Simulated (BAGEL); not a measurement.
**CH6OSSi (SMILES C[SiH](O)S) at 3 levels**

Wanted: a comparison of 3 runs (B3LYP/6-31G*, PBE0/6-31G*, RI-MP2/6-31G*) of CH6OSSi. 

The calculation is run with BAGEL 1.2.2.

## (1) The molecule

CH6OSSi: 10 atoms, total charge 0, spin state singlet. SMILES: `C[SiH](O)S`. The coordinates come from a PBE0-D4/def2-TZVP relaxation. This is one conformer, not always the lowest.

Bond lengths: C1–Si2 1.852 Å, Si2–O3 1.646 Å, Si2–S4 2.141 Å, C1–H5 1.092 Å, C1–H6 1.093 Å, C1–H7 1.092 Å, Si2–H8 1.487 Å, O3–H9 0.959 Å, S4–H10 1.345 Å. Some angles: C1–Si2–O3 105.8°, C1–Si2–S4 113.0°, O3–Si2–S4 112.0°, C1–Si2–H8 112.4°, O3–Si2–H8 111.7°, S4–Si2–H8 102.1°, Si2–C1–H5 110.6°, Si2–C1–H6 110.2°, Si2–C1–H7 110.7°, Si2–O3–H9 116.8°.

## (2) A single-point energy at B3LYP/6-31G(d) (density fitting with qzvpp-jkfit, spherical functions) (run 1)

The input, job.json:

```json
{ "bagel" : [

{
  "title" : "molecule",
  "basis" : "6-31gs.json",
  "df_basis" : "qzvpp-jkfit",
  "angstrom" : true,
  "geometry" : [
    { "atom" : "C", "xyz" : [      -0.953400,       0.912900,      -0.368400 ] },
    { "atom" : "Si", "xyz" : [      -0.031700,      -0.579100,       0.226500 ] },
    { "atom" : "O", "xyz" : [       0.661100,      -0.139100,       1.653400 ] },
    { "atom" : "S", "xyz" : [       1.417200,      -1.286300,      -1.182600 ] },
    { "atom" : "H", "xyz" : [      -1.481700,       0.692300,      -1.297900 ] },
    { "atom" : "H", "xyz" : [      -1.681600,       1.230200,       0.382200 ] },
    { "atom" : "H", "xyz" : [      -0.267500,       1.743800,      -0.548700 ] },
    { "atom" : "H", "xyz" : [      -0.914800,      -1.764500,       0.386800 ] },
    { "atom" : "H", "xyz" : [       1.285100,      -0.756400,       2.039200 ] },
    { "atom" : "H", "xyz" : [       2.050600,      -0.105000,      -1.287800 ] }
  ]
},

{ "title" : "ks", "xc_func" : "b3lyp" },

{ "title" : "print", "file" : "orbitals.molden", "orbitals" : true }

]}
```

The basis set 6-31G* is read from a file made from the Basis Set Exchange's data (not shown).

Launch:

```
$ BAGEL_NUM_THREADS=1 BAGEL job.json > job.out
```

The log of the run:

```text
* using 1 threads per process

  ===============================================================
  ===============================================================

  *** Geometry ***

  { "atom" : "C", "xyz" : [     -1.801665,      1.725131,     -0.696175 ] },
  { "atom" : "Si", "xyz" : [     -0.059904,     -1.094340,      0.428023 ] },
  { "atom" : "O", "xyz" : [      1.249298,     -0.262861,      3.124473 ] },
[... 6 lines of this table left out ...]
  { "atom" : "H", "xyz" : [      3.875072,     -0.198421,     -2.433589 ] },

  Number of auxiliary basis functions:      516

  Since a DF basis is specified, we compute 2- and 3-index integrals:
    o Being stored without compression. Storage requirement is 0.024 GB

  Number of basis functions:       76
  Number of electrons      :       50

    * METHOD: MOLECULE                             0.28

  *** Kohn-Sham DFT ***

    * Removing 18746 points whose weight is below 1.00e-10
    * Grid points: 130314

  === Nuclear Repulsion ===
   225.6422685449

       - DIIS with orbital gradients will be used.

  === KS iteration (b3lyp / 6-31gs.json) ===
      0       -769.35008686          0.12854520           0.41
      1       -718.96565514          0.15930093           0.39
      2       -766.50317371          0.14956662           0.40
[... 15 lines of this table left out ...]
     18       -804.69607873          0.00000001           0.40
    * SCF iteration converged.

    * Permanent dipole moment:
           (    0.009502,    -0.298707,    -0.231030) a.u.

    * METHOD: KS                                   8.29

    * METHOD: PRINT                                0.01

  ===============================================================
```

Wall time 8.7 s (1 thread of Arm Neoverse V1, shared host); peak memory 0.49 GiB.

## (3) The energy at PBE0/6-31G(d) (density fitting with qzvpp-jkfit, spherical functions) (run 2)

job.json, as its differences from that of step 2:

```diff
@@ -21,5 +21,12 @@
 
-{ "title" : "ks", "xc_func" : "b3lyp" },
+{
+  "title" : "ks",
+  "xc_func" : "pbe0"
+},
 
-{ "title" : "print", "file" : "orbitals.molden", "orbitals" : true }
+{
+  "title" : "print",
+  "file" : "orbitals.molden",
+  "orbitals" : true
+}
```

The basis set 6-31G* is read from a file made from the Basis Set Exchange's data (not shown).

Launch:

```
$ BAGEL_NUM_THREADS=1 BAGEL job.json > job.out
```

The log of the run:

```text
* using 1 threads per process

  ===============================================================
  ===============================================================

  *** Geometry ***

  { "atom" : "C", "xyz" : [     -1.801665,      1.725131,     -0.696175 ] },
  { "atom" : "Si", "xyz" : [     -0.059904,     -1.094340,      0.428023 ] },
  { "atom" : "O", "xyz" : [      1.249298,     -0.262861,      3.124473 ] },
[... 6 lines of this table left out ...]
  { "atom" : "H", "xyz" : [      3.875072,     -0.198421,     -2.433589 ] },

  Number of auxiliary basis functions:      516

  Since a DF basis is specified, we compute 2- and 3-index integrals:
    o Being stored without compression. Storage requirement is 0.024 GB

  Number of basis functions:       76
  Number of electrons      :       50

    * METHOD: MOLECULE                             0.28

  *** Kohn-Sham DFT ***

    * Removing 18746 points whose weight is below 1.00e-10
    * Grid points: 130314

  === Nuclear Repulsion ===
   225.6422685449

       - DIIS with orbital gradients will be used.

  === KS iteration (pbe0 / 6-31gs.json) ===
      0       -768.98500960          0.12822852           0.41
      1       -719.30769186          0.15549413           0.39
      2       -766.64347531          0.14819050           0.39
[... 15 lines of this table left out ...]
     18       -804.26674951          0.00000001           0.39
    * SCF iteration converged.

    * Permanent dipole moment:
           (    0.014184,    -0.323631,    -0.237511) a.u.

    * METHOD: KS                                   8.17

    * METHOD: PRINT                                0.01

  ===============================================================
```

Run time: 8.7 s. Hardware: 1 thread of Arm Neoverse V1, shared host; peak memory 0.49 GiB.

## (4) A single-point energy at RI-MP2/6-31G(d) (density fitting with qzvpp-jkfit, spherical functions) (run 3)

The input, input.json:

```json
{ "bagel": [

{
  "title": "molecule",
  "basis": "6-31gs.json",
  "df_basis": "qzvpp-jkfit",
  "angstrom": "true",
  "geometry": [
    { "atom": "C", "xyz": [      -0.953400,       0.912900,      -0.368400 ] },
    { "atom": "Si", "xyz": [      -0.031700,      -0.579100,       0.226500 ] },
    { "atom": "O", "xyz": [       0.661100,      -0.139100,       1.653400 ] },
    { "atom": "S", "xyz": [       1.417200,      -1.286300,      -1.182600 ] },
    { "atom": "H", "xyz": [      -1.481700,       0.692300,      -1.297900 ] },
    { "atom": "H", "xyz": [      -1.681600,       1.230200,       0.382200 ] },
    { "atom": "H", "xyz": [      -0.267500,       1.743800,      -0.548700 ] },
    { "atom": "H", "xyz": [      -0.914800,      -1.764500,       0.386800 ] },
    { "atom": "H", "xyz": [       1.285100,      -0.756400,       2.039200 ] },
    { "atom": "H", "xyz": [       2.050600,      -0.105000,      -1.287800 ] }
  ]
},

{ "title": "hf" },

{ "title": "mp2", "ncore": 12 }

]}
```

The basis set 6-31G* is read from a file made from the Basis Set Exchange's data (not shown).

Launch:

```
$ BAGEL_NUM_THREADS=1 BAGEL input.json > input.out
```

The log of the run:

```text
* using 1 threads per process

  ===============================================================
  ===============================================================

  *** Geometry ***

  { "atom" : "C", "xyz" : [     -1.801665,      1.725131,     -0.696175 ] },
  { "atom" : "Si", "xyz" : [     -0.059904,     -1.094340,      0.428023 ] },
  { "atom" : "O", "xyz" : [      1.249298,     -0.262861,      3.124473 ] },
[... 6 lines of this table left out ...]
  { "atom" : "H", "xyz" : [      3.875072,     -0.198421,     -2.433589 ] },

[... 23 lines left out ...]
    * SCF iteration converged.
[... 1 line left out ...]
    * Permanent dipole moment:
[... 2 lines left out ...]
    * METHOD: HF                                   1.06

  *** RHF ***

  === Nuclear Repulsion ===
   225.6422685449

      * DIIS with orbital gradients will be used.

  === RHF iteration (6-31gs.json) ===
      0       -802.72901836          0.00000000           0.07
    * SCF iteration converged.

    * Permanent dipole moment:
           (    0.038918,    -0.243129,    -0.241989) a.u.

  === DF-MP2 calculation ===

    * freezing 12 orbitals
    * 3-index integral transformation done
    * assembly done

      MP2 correlation energy:   -0.5062713337      0.03

      MP2 total energy:       -803.2352896968

    * METHOD: MP2                                  0.18

  ===============================================================
```

It took 1.7 s on 1 thread of Arm Neoverse V1, shared host.

## (5) Overview of the runs

```tsv
run	level	frozen core orbitals	energy (Eh)	dipole moment (D)	HOMO energy (eV)	LUMO energy (eV)	wall time
1	B3LYP/6-31G* (density fitting with qzvpp-jkfit, spherical functions)	–	-804.696079	0.96	-7.09	0.81	8.7 s
2	PBE0/6-31G* (density fitting with qzvpp-jkfit, spherical functions)	–	-804.266750	1.02	-7.39	1.05	8.7 s
3	RI-MP2/6-31G* (density fitting with qzvpp-jkfit, spherical functions)	12	-803.235290	–	–	–	1.7 s
```

## (6) What came out

| quantity | value |
| --- | --- |
| run 3: total energy | -803.23529 Eh |
| run 3: correlation energy (12 core orbitals frozen) | -506.3 mEh |

In words: Totals of different functionals can't be ranked against each other. All runs together took 19 s, the longest 8.7 s.
